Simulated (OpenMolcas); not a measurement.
# Ho⁴⁺: CASSCF and CASPT2 terms and fine-structure levels

Which level of Ho⁴⁺ lies lowest, and where do the others fall? The reference wave functions come first, then spin-orbit coupling, then second-order correlation under several settings.

Method: state-averaged CASSCF and CASPT2, spin-orbit coupling by RASSI with atomic mean-field integrals. Code: OpenMolcas 26.06.

### 1 What is computed

| Quantity | Value |
| --- | --- |
| Species | Ho⁴⁺ (holmium, Z = 67, 63 electrons) |
| Basis | ANO-R1 [7s5p3d2f], 51 functions |
| Scalar Hamiltonian | X2C, finite nucleus |
| Inactive shells | 1s 2s 2p 3s 3p 3d 4s 4p 4d 5s 5p |
| Active space | 9 electrons in 7 orbitals (4f) |
| Some configurations of this space | 4f⁹ |
| Orbitals | optimised for each spin and parity, averaged over the low roots |

Outer shells as boxes (Hund's rule):

4f9
```
4f [↑↓][↑↓][↑ ][↑ ][↑ ][↑ ][↑ ]
```

Each step is its own input file, run in one work folder so that later steps find the files of earlier ones. Labels, J, g values, rates, χT and fits are worked out afterwards by a script from the matrices that RASSI stores.

### 2 One- and two-electron integrals

Contents of a.inp:

```
&GATEWAY
Coord
1

Ho 0.0 0.0 0.0
Basis=ANO-R1
Group=XYZ
NoMove
AngMom=0.0 0.0 0.0
AMFI
&SEWARD
```

Started as:

```bash
OMP_NUM_THREADS=1 MOLCAS_MEM=2252 MOLCAS_PROJECT=a pymolcas a.inp > a.log
```

### 3 Reference wave functions, sextets of odd parity, 18 roots

Contents of a.inp:

```
&RASSCF
FileOrb=start.orb
Symmetry=2
Spin=6
nActEl=9 0 0
Inactive=15 12
Ras2=0 7
CIRoot=18 18 1
SDav=21
CIMx=300
Iter=120 100
PrWF=0.3
OrbListing=Nothing
MaxOrb=0
Atom
>>> COPY $Project.JobIph JOB001
```

start.orb holds the contracted functions of the basis, ordered by shell, or the orbitals of the step before.

### 4 CASSCF: quartets of odd parity, 13 roots

Contents of a.inp:

```
&RASSCF
FileOrb=start.orb
Symmetry=2
Spin=4
nActEl=9 0 0
Inactive=15 12
Ras2=0 7
CIRoot=13 13 1
SDav=224
CIMx=300
Iter=120 100
PrWF=0.3
OrbListing=Nothing
MaxOrb=0
Atom
>>> COPY $Project.JobIph JOB002
```

### 5 State interaction with spin-orbit coupling

Contents of a.inp:

```
&RASSI
NrOfJobIphs=1 18
1 2 3 4 5 6 7 8 9 10 11 12 13 14 15 16 17 18
IphNames
JOB001
EJob
SpinOrbit
DIPRint=1.0
SOCoupling=1000.0
Subsets=2
MEES
Property=10
'ANGMOM' 1 'ANGMOM' 2 'ANGMOM' 3 'MLTPL  1' 1 'MLTPL  1' 2 'MLTPL  1' 3
'AMFI' 1 'AMFI' 2 'AMFI' 3 'MLTPL  2' 6
SOProperty=3
'ANGMOM' 1 'ANGMOM' 2 'ANGMOM' 3
```

### 6 CASPT2: IPEA 0.5, sigma1 regulariser 0.4 (closed shells correlated: none)

Contents of a.inp:

```
>>> COPY JOB001 $Project.JobIph
&CASPT2
Multistate=18 1 2 3 4 5 6 7 8 9 10 11 12 13 14 15 16 17 18
Frozen=15 12
IPEA=0.5
Sig1=0.4
MaxIter=60
WThr=0.0 0.3 0.05
PrWF=0.5
NoMix
```

### 7 CASPT2: IPEA 0.6, imaginary shift 0.5 (closed shells correlated: none)

Contents of a.inp:

```
>>> COPY JOB001 $Project.JobIph
&CASPT2
Multistate=18 1 2 3 4 5 6 7 8 9 10 11 12 13 14 15 16 17 18
NoMult
Frozen=15 12
IPEA=0.6
Imaginary=0.5
MaxIter=60
WThr=0.0 0.3 0.05
PrWF=0.5
NoMix
```

### 8 CASPT2: IPEA 0.1, imaginary shift 0.05 (closed shells correlated: none)

Edit a.inp of step 7 so:

```diff
@@ -5,4 +5,4 @@
 Frozen=15 12
-IPEA=0.6
-Imaginary=0.5
+IPEA=0.1
+Imaginary=0.05
 MaxIter=60
```

(Steps that only read results are left out.)

**Question.** What will these runs give? Wanted: lowest level; first excited level; lowest level of another term; spin-orbit lowering of the lowest level; strongest of the lines computed, by gA.

The runs gave:

| quantity | value |
| --- | --- |
| method | SS-CASPT2, IPEA 0.5, sigma1 regulariser 0.4 (closed shells correlated: none) |
| lowest level | 4f⁹ ⁶H°_15/2, 100 % of that term, g = 1.334 |
| ground level listed by NIST | 6H°15/2 |
| first excited level | 4f⁹ ⁶H°_13/2 at 3650 cm⁻¹ |
| lowest level of another term | 4f⁹ ⁶F°_11/2 at 10060 cm⁻¹ |
| spin-orbit lowering of the lowest level | 6090 cm⁻¹ |
| strongest of the lines computed, by gA (one parity, so forbidden lines), at CASSCF energies | 4f⁹ ⁶H°_11/2 → 4f⁹ ⁶H°_13/2, 3158 nm, A = 2.98e+00 s⁻¹ |

What each method costs and misses:

| method | time of its own steps | time with the reference | mean absolute difference from method B (cm-1) |
| --- | --- | --- | --- |
| A. CASSCF | 32 s | 32 s | 230 |
| B. SS-CASPT2, IPEA 0.5, sigma1 regulariser 0.4, +none | 2.6 s | 35 s | 0 |
| C. SS-CASPT2, IPEA 0.6, imaginary shift 0.5, +none | 1.6 s | 34 s | 12 |
| D. SS-CASPT2, IPEA 0.1, imaginary shift 0.05, +none | 1.7 s | 34 s | 51 |

Times are of one thread on a shared host.

What this shows: The multiplet ⁶H° is inverted; its intervals divided by the larger J differ by 0 % of their mean, where Landé's rule for pure LS coupling makes them equal. Second-order correlation (method B) scales the levels of the lowest configuration above 5000 cm⁻¹ by 0.96 to 1.00. Only the configurations of the active space and the roots asked for are present. Not all states of the active space went into the spin-orbit step. CASPT2 does not keep the components of a term degenerate, and the means are used. High states of lower spin are left out of the spin-orbit mixing. The basis is small and contracted for the neutral atom, so it is rough for this charge. Only valence configurations of the active space appear, up to the ionisation limit; * or ° marks odd parity.
